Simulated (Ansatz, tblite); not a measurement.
# SiHMe2(NiPr2) (C₈H₂₁NSi): a ladder of methods and basis sets

How do method and basis change the picture of SiHMe2(NiPr2) (C₈H₂₁NSi) (singlet)?

The runs use Ansatz 0.2.0, Gaussian basis; as each input shows.

The runs, in order: GFN1-xTB, GFN2-xTB, PBE-D4/def2-TZVP, r2SCAN-D4/def2-TZVP, HF/def2-TZVP, PBE-QIDH/def2-TZVP, PBE-D4/def2-SVP, PBE0-D4/def2-SVP, HF/6-31G, B3LYP-D4/6-31G, MP2/def2-SVP, RPA/def2-SVP.

2 further runs of the same task are left out: 2 set aside as unsound or not needed.

**1. The structure**

The singlet was relaxed beforehand with r2SCAN-D4/def2-SVP.

31 atoms, charge 0, spin multiplicity 1.

Bond lengths: Si1–H2 1.497 Å, Si1–C3 1.884 Å, Si1–C7 1.884 Å, Si1–N11 1.747 Å, C3–H4 1.102 Å, C3–H5 1.103 Å, C3–H6 1.103 Å, C7–H8 1.102 Å, C7–H9 1.103 Å, C7–H10 1.103 Å, N11–C12 1.466 Å, N11–C15 1.467 Å, C12–C13 1.534 Å, C12–C14 1.534 Å, C12–H18 1.108 Å, C13–H19 1.103 Å, C13–H20 1.102 Å, C13–H21 1.101 Å and more. Angles: H2–Si1–C3 108.9°, H2–Si1–C7 108.9°, H2–Si1–N11 107.3°, C3–Si1–C7 108.7°, C3–Si1–N11 111.5°, C7–Si1–N11 111.5°, Si1–C3–H4 110.9°, Si1–C3–H5 111.2°, Si1–C3–H6 111.4°, H4–C3–H5 108.1°, H4–C3–H6 107.7°, H5–C3–H6 107.4°, Si1–C7–H8 110.9°, Si1–C7–H9 111.5°, Si1–C7–H10 111.1°, H8–C7–H9 107.7°, H8–C7–H10 108.0°, H9–C7–H10 107.4° and more.

PBE0-D4/def2-TZVP was run before; its log isn't repeated, and its numbers join the tables.

**2. GFN1-xTB**

Tight binding, by tblite at 300 K electronic temperature and without a spin-polarisation term:

```python
tblite.interface.Calculator('GFN1-xTB', numbers, positions, charge=0, uhf=0).singlepoint()
```

Energy -907.2405 eV, HOMO -10.34 eV, LUMO -3.99 eV; 0.086 s.

**3. GFN2-xTB**

Tight binding, by tblite at 300 K electronic temperature and without a spin-polarisation term:

```python
tblite.interface.Calculator('GFN2-xTB', numbers, positions, charge=0, uhf=0).singlepoint()
```

Energy -884.6785 eV, HOMO -9.19 eV, LUMO -3.77 eV; 0.056 s.

**4. PBE-D4/def2-TZVP**

start.molden holds the orbitals of an earlier run on this state, given as this run's starting guess.

in.yaml reads:

```yaml
crystal:
  periodic: [false, false, false]
  atoms:
    - {symbol: Si, position_ang: [0.773645, 1.353931, 0.564032]}
    - {symbol: H, position_ang: [0.756417, 1.378620, 2.060413]}
    - {symbol: C, position_ang: [2.562873, 1.366433, -0.026033]}
    - {symbol: H, position_ang: [3.121351, 0.513905, 0.393540]}
    - {symbol: H, position_ang: [3.076593, 2.294253, 0.277304]}
    - {symbol: H, position_ang: [2.625433, 1.299560, -1.125416]}
    - {symbol: C, position_ang: [-0.086900, 2.900939, -0.081070]}
    - {symbol: H, position_ang: [-1.121193, 2.961426, 0.294856]}
    - {symbol: H, position_ang: [-0.129476, 2.910220, -1.183379]}
    - {symbol: H, position_ang: [0.445616, 3.813653, 0.235460]}
    - {symbol: N, position_ang: [-0.056418, -0.097442, 0.058301]}
    - {symbol: C, position_ang: [-0.177930, -0.346660, -1.380874]}
    - {symbol: C, position_ang: [0.561282, -1.614397, -1.826294]}
    - {symbol: C, position_ang: [-1.634277, -0.339323, -1.861475]}
    - {symbol: C, position_ang: [-0.644094, -1.086319, 0.968764]}
    - {symbol: C, position_ang: [0.412212, -1.764648, 1.847819]}
    - {symbol: C, position_ang: [-1.782297, -0.497323, 1.809266]}
    - {symbol: H, position_ang: [0.323849, 0.503186, -1.885208]}
    - {symbol: H, position_ang: [0.114401, -2.517945, -1.378906]}
    - {symbol: H, position_ang: [0.518721, -1.734048, -2.921362]}
    - {symbol: H, position_ang: [1.618616, -1.571571, -1.520864]}
    - {symbol: H, position_ang: [-2.208391, -1.168433, -1.415096]}
    - {symbol: H, position_ang: [-2.127848, 0.604744, -1.581829]}
    - {symbol: H, position_ang: [-1.691113, -0.451880, -2.956658]}
    - {symbol: H, position_ang: [-1.088855, -1.875519, 0.335601]}
    - {symbol: H, position_ang: [0.888725, -1.033480, 2.521881]}
    - {symbol: H, position_ang: [1.200516, -2.217464, 1.226240]}
    - {symbol: H, position_ang: [-0.034817, -2.554738, 2.474121]}
    - {symbol: H, position_ang: [-2.261106, -1.270517, 2.433180]}
    - {symbol: H, position_ang: [-1.404800, 0.289525, 2.483325]}
    - {symbol: H, position_ang: [-2.550726, -0.048681, 1.160370]}
basis:
  gaussian: {orbitals: def2-TZVP, initial_orbitals: start.molden}
hamiltonian: {xc: pbe, dispersion: d4}
scf: {omitted_lower_state_checks: [starts]}
output: {orbitals: {seedname: orbitals}}
```

The run is started by

```console
$ ansatz run in.yaml --threads 4 --pin off --events-out ev --progress --plain --max-ram 6963MiB
```

What it wrote:

```text
Functional definition: PBE
  name "PBE"
  cite "Perdew, Burke & Ernzerhof, Phys. Rev. Lett. 77, 3865 (1996) doi:10.1103/PhysRevLett.77.3865"
  parent pbe
  parameter kappa = 0.804
  parameter beta = 0.06672455060314922
  exchange = pbe_x(kappa = kappa, mu = beta*pi^2/3)
  correlation = pbe_c(beta = beta)
these checks for a lower state are left out or cut short: starts
2771 factors; their error is unknown
mean field evaluation 1: about -17993.2130 eV, gradient 1.4e1 eV
mean field evaluation 2: about -17993.4157 eV, gradient 2.0e-1 eV
mean field evaluation 4: about -17993.3228 eV, gradient 1.2e-3 eV
mean field -17993.32276223 eV, -661.2424151996 hartree, gradient 2.6e-5 eV, S^2 0.000000; 0 other end points of the search recorded, 0 dependent functions left out
reference -17993.32282840 eV, -661.2424176314 hartree; 45, 45 occupied and 397, 397 virtual orbitals, 2771 factors
Total energy: -17994.20873074 eV, -661.2749739421 hartree
Checks for a lower state left out: starts
```

Wall time 28 s (4 threads of Intel Xeon at 2.50GHz, shared host); peak memory 1.1 GiB.

Report: HOMO -4.64 eV, LUMO 0.08 eV.

**5. r2SCAN-D4/def2-TZVP**

in.yaml: that of step 4 with these lines changed.

```diff
@@ -36,3 +36,3 @@
   gaussian: {orbitals: def2-TZVP, initial_orbitals: start.molden}
-hamiltonian: {xc: pbe, dispersion: d4}
+hamiltonian: {xc: r2scan, dispersion: d4}
 scf: {omitted_lower_state_checks: [starts]}
```

Launched as before.

What it wrote:

```text
Functional definition: r2SCAN
  name "r2SCAN"
  cite "Furness, Kaplan, Ning, Perdew & Sun, J. Phys. Chem. Lett. 11, 8208 (2020) doi:10.1021/acs.jpclett.0c02405"
  cite "Furness, Kaplan, Ning, Perdew & Sun, J. Phys. Chem. Lett. 11, 9248 (2020) doi:10.1021/acs.jpclett.0c03077"
  parent r2scan
  parameter k0 = 0.174
  parameter k1 = 0.065
  parameter a1 = 4.9479
  exchange = r2scan_x(k0 = k0, k1 = k1, a1 = a1)
  correlation = r2scan_c
these checks for a lower state are left out or cut short: starts
2771 factors; their error is unknown
mean field evaluation 1: about -18004.8852 eV, gradient 7.6e0 eV
mean field evaluation 2: about -18004.9618 eV, gradient 7.7e-2 eV
mean field evaluation 4: about -18004.8816 eV, gradient 9.1e-4 eV
mean field -18004.88164834 eV, -661.6671964295 hartree, gradient 1.1e-5 eV, S^2 0.000000; 0 other end points of the search recorded, 0 dependent functions left out
reference -18004.88166681 eV, -661.6671971081 hartree; 45, 45 occupied and 397, 397 virtual orbitals, 2771 factors
Total energy: -18005.14493286 eV, -661.6768719570 hartree
Checks for a lower state left out: starts
```

Wall time 38 s (4 threads of Intel Xeon at 2.50GHz, shared host); peak memory 1.2 GiB.

HOMO -4.87 eV, LUMO 0.72 eV.

**6. HF/def2-TZVP**

in.yaml: that of step 5 with these lines changed.

```diff
@@ -36,4 +36,4 @@
   gaussian: {orbitals: def2-TZVP, initial_orbitals: start.molden}
-hamiltonian: {xc: r2scan, dispersion: d4}
+hamiltonian: {xc: hf}
 scf: {omitted_lower_state_checks: [starts]}
-output: {orbitals: {seedname: orbitals}}
+output: {forces: true, orbitals: {seedname: orbitals}}
```

Launched as before.

What it wrote, cut to the lines that bear on the results:

```text
Functional definition: HF
  name "HF"
  cite "Fock, Z. Phys. 61, 126 (1930) doi:10.1007/BF01340294"
  parent pbe
[...]
3278 factors; their error is unknown
[...]
mean field -17924.96771552 eV, -658.7304135657 hartree, gradient 2.0e-5 eV, S^2 0.000000; 0 other end points of the search recorded, 0 dependent functions left out
[...]
reference -17924.96771552 eV, -658.7304135657 hartree; 45, 45 occupied and 397, 397 virtual orbitals, 3278 factors
Total energy: -17924.96771552 eV, -658.7304135657 hartree
Atom 0 at     0.773645     1.353931     0.564032 Å, force    -0.305610    -0.523577     0.040414 eV/Å
Atom 1 at     0.756417     1.378620     2.060413 Å, force     0.032107     0.041376    -0.356830 eV/Å
Atom 2 at     2.562873     1.366433    -0.026033 Å, force     0.501319     0.006189    -0.160110 eV/Å
[...]
Atom 22 at    -2.127848     0.604744    -1.581829 Å, force     0.268928    -0.534623    -0.184241 eV/Å
Atom 23 at    -1.691113    -0.451880    -2.956658 Å, force     0.054341     0.076092     0.588900 eV/Å
Atom 24 at    -1.088855    -1.875519     0.335601 Å, force     0.291301     0.520007     0.514355 eV/Å
Atom 25 at     0.888725    -1.033480     2.521881 Å, force    -0.253951    -0.457643    -0.358133 eV/Å
Atom 26 at     1.200516    -2.217464     1.226240 Å, force    -0.447870     0.230168     0.364777 eV/Å
Atom 27 at    -0.034817    -2.554738     2.474121 Å, force     0.223741     0.426373    -0.357042 eV/Å
Atom 28 at    -2.261106    -1.270517     2.433180 Å, force     0.267840     0.402088    -0.355063 eV/Å
Atom 29 at    -1.404800     0.289525     2.483325 Å, force    -0.259800    -0.453217    -0.360041 eV/Å
Atom 30 at    -2.550726    -0.048681     1.160370 Å, force     0.412845    -0.268336     0.380265 eV/Å
Dipole moment:    -0.042880    -0.078390    -0.137907 e Å
Checks for a lower state left out: starts
```

It took 69 s on 4 threads of Intel Xeon at 2.50GHz, shared host; peak memory 2.3 GiB.

HOMO -9.12 eV, LUMO 3.40 eV.

**7. PBE-QIDH/def2-TZVP**

in.yaml: that of step 6 with these lines changed.

```diff
@@ -36,4 +36,3 @@
   gaussian: {orbitals: def2-TZVP, initial_orbitals: start.molden}
-hamiltonian: {xc: hf}
+hamiltonian: {xc: {name: PBE-QIDH}}
 scf: {omitted_lower_state_checks: [starts]}
-output: {forces: true, orbitals: {seedname: orbitals}}
```

Same command.

What it wrote, cut to the lines that bear on the results:

```text
Functional definition: PBE-QIDH
  name "PBE-QIDH"
  cite "Brémond, Sancho-García, Pérez-Jiménez & Adamo, J. Chem. Phys. 141, 031101 (2014) doi:10.1063/1.4890314"
  cite "Perdew, Burke & Ernzerhof, Phys. Rev. Lett. 77, 3865 (1996) doi:10.1103/PhysRevLett.77.3865"
[...]
3051 factors; integrals over basis functions are off by at most 1.2e-3 eV
[...]
mean field -17974.66048783 eV, -660.5565892653 hartree, gradient 1.2e-6 eV, S^2 0.000000; 0 other end points of the search recorded, 0 dependent functions left out
14 core orbitals not correlated: weight in the atoms' cores, before any rotation towards them, 1.000 or more for the frozen orbitals, at most 0.000 for the correlated occupied ones
reference -17974.66050696 eV, -660.5565899684 hartree; 31, 31 occupied and 397, 397 virtual orbitals, 3051 factors
second order -52.33389408 eV of doubles, -0.00000000 eV of singles
Total energy: -17992.10513832 eV, -661.1976683465 hartree
Checks for a lower state left out: starts
```

It took 1.7 min on 4 threads of Intel Xeon at 2.50GHz, shared host; peak memory 2.8 GiB.

**8. PBE-D4/def2-SVP**

in.yaml: that of step 7 with these lines changed.

```diff
@@ -35,4 +35,5 @@
 basis:
-  gaussian: {orbitals: def2-TZVP, initial_orbitals: start.molden}
-hamiltonian: {xc: {name: PBE-QIDH}}
+  gaussian: {orbitals: def2-SVP, initial_orbitals: start.molden}
+hamiltonian: {xc: pbe, dispersion: d4}
 scf: {omitted_lower_state_checks: [starts]}
+output: {orbitals: {seedname: orbitals}}
```

Launched as before.

What it wrote:

```text
Functional definition: PBE
  name "PBE"
  cite "Perdew, Burke & Ernzerhof, Phys. Rev. Lett. 77, 3865 (1996) doi:10.1103/PhysRevLett.77.3865"
  parent pbe
  parameter kappa = 0.804
  parameter beta = 0.06672455060314922
  exchange = pbe_x(kappa = kappa, mu = beta*pi^2/3)
  correlation = pbe_c(beta = beta)
these checks for a lower state are left out or cut short: starts
2850 factors; their error is unknown
mean field evaluation 1: about -17979.2767 eV, gradient 1.1e1 eV
mean field evaluation 2: about -17979.6257 eV, gradient 2.6e-1 eV
mean field evaluation 4: about -17979.4736 eV, gradient 7.0e-4 eV
mean field -17979.47361786 eV, -660.7334685315 hartree, gradient 1.7e-5 eV, S^2 0.000000; 0 other end points of the search recorded, 0 dependent functions left out
reference -17979.47366562 eV, -660.7334702865 hartree; 45, 45 occupied and 204, 204 virtual orbitals, 2850 factors
Total energy: -17980.35956797 eV, -660.7660265973 hartree
Checks for a lower state left out: starts
```

It took 14 s on 4 threads of Intel Xeon at 2.50GHz, shared host.

Report: HOMO -4.50 eV, LUMO 0.56 eV.

**9. PBE0-D4/def2-SVP**

in.yaml: that of step 8 with these lines changed.

```diff
@@ -36,3 +36,3 @@
   gaussian: {orbitals: def2-SVP, initial_orbitals: start.molden}
-hamiltonian: {xc: pbe, dispersion: d4}
+hamiltonian: {xc: pbe0, dispersion: d4}
 scf: {omitted_lower_state_checks: [starts]}
```

Same command.

What it wrote:

```text
Functional definition: PBE0
  name "PBE0"
  cite "Adamo & Barone, J. Chem. Phys. 110, 6158 (1999) doi:10.1063/1.478522"
  cite "Perdew, Burke & Ernzerhof, Phys. Rev. Lett. 77, 3865 (1996) doi:10.1103/PhysRevLett.77.3865"
  parent pbe
  parameter a = 0.25
  parameter kappa = 0.804
  parameter beta = 0.06672455060314922
  exchange = (1 - a)*pbe_x(kappa = kappa, mu = beta*pi^2/3) + a*exact_x
  correlation = pbe_c(beta = beta)
these checks for a lower state are left out or cut short: starts
2850 factors; their error is unknown
mean field evaluation 1: about -17982.3263 eV, gradient 8.5e0 eV
mean field evaluation 2: about -17982.5259 eV, gradient 1.4e-1 eV
mean field evaluation 4: about -17982.5224 eV, gradient 4.1e-4 eV
mean field -17982.52239647 eV, -660.8455090790 hartree, gradient 1.4e-5 eV, S^2 0.000000; 0 other end points of the search recorded, 0 dependent functions left out
reference -17982.52243423 eV, -660.8455104665 hartree; 45, 45 occupied and 204, 204 virtual orbitals, 2850 factors
Total energy: -17983.29047850 eV, -660.8737355730 hartree
Checks for a lower state left out: starts
```

It took 23 s on 4 threads of Intel Xeon at 2.50GHz, shared host; peak memory 1.3 GiB.

HOMO -5.84 eV, LUMO 1.40 eV.

**10. HF/6-31G**

in.yaml: that of step 9 with these lines changed.

```diff
@@ -35,4 +35,4 @@
 basis:
-  gaussian: {orbitals: def2-SVP, initial_orbitals: start.molden}
-hamiltonian: {xc: pbe0, dispersion: d4}
+  gaussian: {orbitals: 6-31G}
+hamiltonian: {xc: hf}
 scf: {omitted_lower_state_checks: [starts]}
```

Launched as before.

What it wrote:

```text
Functional definition: HF
  name "HF"
  cite "Fock, Z. Phys. 61, 126 (1930) doi:10.1007/BF01340294"
  parent pbe
  exchange = exact_x
  correlation = 0
these checks for a lower state are left out or cut short: starts
1960 factors; integrals over basis functions are off by at most 1.8e-4 eV
mean field evaluation 1: about -17909.7705 eV, gradient 4.3e1 eV
mean field evaluation 2: about -17909.7612 eV, gradient 4.3e1 eV
mean field evaluation 4: about -17915.0090 eV, gradient 4.9e0 eV
mean field evaluation 8: about -17915.0735 eV, gradient 3.8e-2 eV
mean field -17915.07346732 eV, -658.3668066510 hartree, gradient 5.7e-5 eV, S^2 0.000000; 0 other end points of the search recorded, 0 dependent functions left out
reference -17915.07346732 eV, -658.3668066510 hartree; 45, 45 occupied and 91, 91 virtual orbitals, 1960 factors
Total energy: -17915.07346732 eV, -658.3668066510 hartree
Checks for a lower state left out: starts
```

It took 7.5 s on 4 threads of Intel Xeon at 2.50GHz, shared host.

HOMO -8.87 eV, LUMO 5.36 eV.

**11. B3LYP-D4/6-31G**

in.yaml: that of step 10 with these lines changed.

```diff
@@ -36,3 +36,3 @@
   gaussian: {orbitals: 6-31G}
-hamiltonian: {xc: hf}
+hamiltonian: {xc: {name: B3LYP}, dispersion: d4}
 scf: {omitted_lower_state_checks: [starts]}
```

Same command.

What it wrote, cut to the lines that bear on the results:

```text
Functional definition: B3LYP
  name "B3LYP"
  cite "Stephens, Devlin, Chabalowski & Frisch, J. Phys. Chem. 98, 11623 (1994) doi:10.1021/j100096a001"
  cite "Becke, Phys. Rev. A 38, 3098 (1988) doi:10.1103/PhysRevA.38.3098"
  cite "Lee, Yang & Parr, Phys. Rev. B 37, 785 (1988) doi:10.1103/PhysRevB.37.785"
  cite "Vosko, Wilk & Nusair, Can. J. Phys. 58, 1200 (1980) doi:10.1139/p80-159"
[...]
1960 factors; integrals over basis functions are off by at most 1.8e-4 eV
[...]
mean field -18004.52339225 eV, -661.6540307611 hartree, gradient 4.5e-5 eV, S^2 0.000000; 0 other end points of the search recorded, 0 dependent functions left out
reference -18004.52370001 eV, -661.6540420709 hartree; 45, 45 occupied and 91, 91 virtual orbitals, 1960 factors
Total energy: -18005.90728074 eV, -661.7048877248 hartree
Checks for a lower state left out: starts
```

Run time: 12 s. Hardware: 4 threads of Intel Xeon at 2.50GHz, shared host.

Report: HOMO -5.26 eV, LUMO 1.80 eV.

**12. MP2/def2-SVP**

in.yaml: that of step 11 with these lines changed.

```diff
@@ -35,4 +35,4 @@
 basis:
-  gaussian: {orbitals: 6-31G}
-hamiltonian: {xc: {name: B3LYP}, dispersion: d4}
+  gaussian: {orbitals: def2-SVP, initial_orbitals: start.molden}
+correlation: {method: mp2}
 scf: {omitted_lower_state_checks: [starts]}
```

The command is unchanged.

What it wrote:

```text
Functional definition: HF
  name "HF"
  cite "Fock, Z. Phys. 61, 126 (1930) doi:10.1007/BF01340294"
  parent pbe
  exchange = exact_x
  correlation = 0
these checks for a lower state are left out or cut short: starts
2576 factors; integrals over basis functions are off by at most 1.2e-3 eV
mean field evaluation 1: about -17910.0701 eV, gradient 2.8e1 eV
mean field evaluation 2: about -17911.4232 eV, gradient 1.1e0 eV
mean field evaluation 4: about -17911.4370 eV, gradient 5.1e-2 eV
mean field evaluation 8: about -17911.4370 eV, gradient 1.0e-6 eV
mean field -17911.43699122 eV, -658.2331686193 hartree, gradient 1.0e-6 eV, S^2 0.000000; 0 other end points of the search recorded, 0 dependent functions left out
14 core orbitals not correlated: weight in the atoms' cores, before any rotation towards them, 1.000 or more for the frozen orbitals, at most 0.000 for the correlated occupied ones
reference -17911.43699122 eV, -658.2331686193 hartree; 31, 31 occupied and 204, 204 virtual orbitals, 2576 factors
second order -39.14110289 eV of doubles, -0.00000000 eV of singles
Total energy: -17950.57809411 eV, -659.6715776197 hartree
Checks for a lower state left out: starts
```

It took 24 s on 4 threads of Intel Xeon at 2.50GHz, shared host; peak memory 0.9 GiB.

From the report: Hartree-Fock HOMO -9.13 eV, LUMO 4.31 eV.

**13. RPA/def2-SVP**

in.yaml: that of step 12 with these lines changed.

```diff
@@ -36,4 +36,4 @@
   gaussian: {orbitals: def2-SVP, initial_orbitals: start.molden}
-correlation: {method: mp2}
+hamiltonian: {xc: pbe}
+correlation: {method: rpa}
 scf: {omitted_lower_state_checks: [starts]}
-output: {orbitals: {seedname: orbitals}}
```

Launched as before.

What it wrote, cut to the lines that bear on the results:

```text
Functional definition: PBE
  name "PBE"
  cite "Perdew, Burke & Ernzerhof, Phys. Rev. Lett. 77, 3865 (1996) doi:10.1103/PhysRevLett.77.3865"
  parent pbe
[...]
2576 factors; integrals over basis functions are off by at most 1.2e-3 eV
[...]
mean field -17979.47360668 eV, -660.7334681205 hartree, gradient 1.3e-6 eV, S^2 0.000000; 0 other end points of the search recorded, 0 dependent functions left out
14 core orbitals not correlated: weight in the atoms' cores, before any rotation towards them, 1.000 or more for the frozen orbitals, at most 0.000 for the correlated occupied ones
reference -17909.35126509 eV, -658.1565195977 hartree; 31, 31 occupied and 204, 204 virtual orbitals, 2576 factors
Total energy: -17975.19302239 eV, -660.5761595494 hartree
Checks for a lower state left out: starts
```

Wall time 31 s (4 threads of Intel Xeon at 2.50GHz, shared host); peak memory 0.9 GiB.

**14. Comparison**

| level | functions | HOMO (eV) | LUMO (eV) | gap (eV) | time |
| --- | --- | --- | --- | --- | --- |
| HF/6-31G | 136 | -8.87 | 5.36 | 14.24 | 7.5 s |
| HF/def2-TZVP | 442 | -9.12 | 3.40 | 12.52 | 69 s |
| PBE-D4/def2-SVP | 249 | -4.50 | 0.56 | 5.06 | 14 s |
| PBE-D4/def2-TZVP | 442 | -4.64 | 0.08 | 4.72 | 28 s |
| r2SCAN-D4/def2-TZVP | 442 | -4.87 | 0.72 | 5.58 | 38 s |
| B3LYP-D4/6-31G | 136 | -5.26 | 1.80 | 7.06 | 12 s |
| PBE0-D4/def2-SVP | 249 | -5.84 | 1.40 | 7.24 | 23 s |
| PBE0-D4/def2-TZVP | 442 | -5.92 | 0.86 | 6.79 | 50 s |

The pieces so far (eV):

| basis | HF | MP2 correlation | total |
| --- | --- | --- | --- |
| def2-SVP | -17911.4370 | -39.1411 | -17950.5781 (MP2) |

**15. Binding energy**

Free atoms were run apart at each level; binding is atoms less cluster, divided by the number of atoms, without zero-point or spin-orbit terms.

| level | binding an atom (eV) |
| --- | --- |
| HF/6-31G | 2.868 |
| HF/def2-SVP | 3.069 |
| HF/def2-TZVP | 3.020 |
| PBE-D4/def2-SVP | 4.120 |
| PBE-D4/def2-TZVP | 4.091 |
| r2SCAN-D4/def2-TZVP | 4.032 |
| B3LYP-D4/6-31G | 3.948 |
| PBE0-D4/def2-SVP | 4.083 |
| PBE0-D4/def2-TZVP | 4.049 |
| MP2/def2-SVP | 3.881 |

**16. What came out**

```
                                                                  quantity                                 value
gap in def2-TZVP, named functionals and Hartree-Fock, smallest and largest       4.72 eV (PBE-D4), 12.52 eV (HF)
                                          correlation energy, MP2/def2-SVP                             -39.14 eV
                                 binding an atom, functionals in def2-TZVP  4.03 (r2SCAN-D4) to 4.09 eV (PBE-D4)
                           PBE0 total energy, smallest basis above largest        13.52 eV (def2-SVP, def2-TZVP)
```

What this shows: Orbital gaps of the named functionals and Hartree-Fock in def2-TZVP span 4.72 eV (PBE-D4) to 12.52 eV (HF); exact exchange widens it.

The slowest run with a step of its own, PBE-QIDH/def2-TZVP, took 1.7 min; the quickest functional in def2-TZVP took 28 s (shared host).
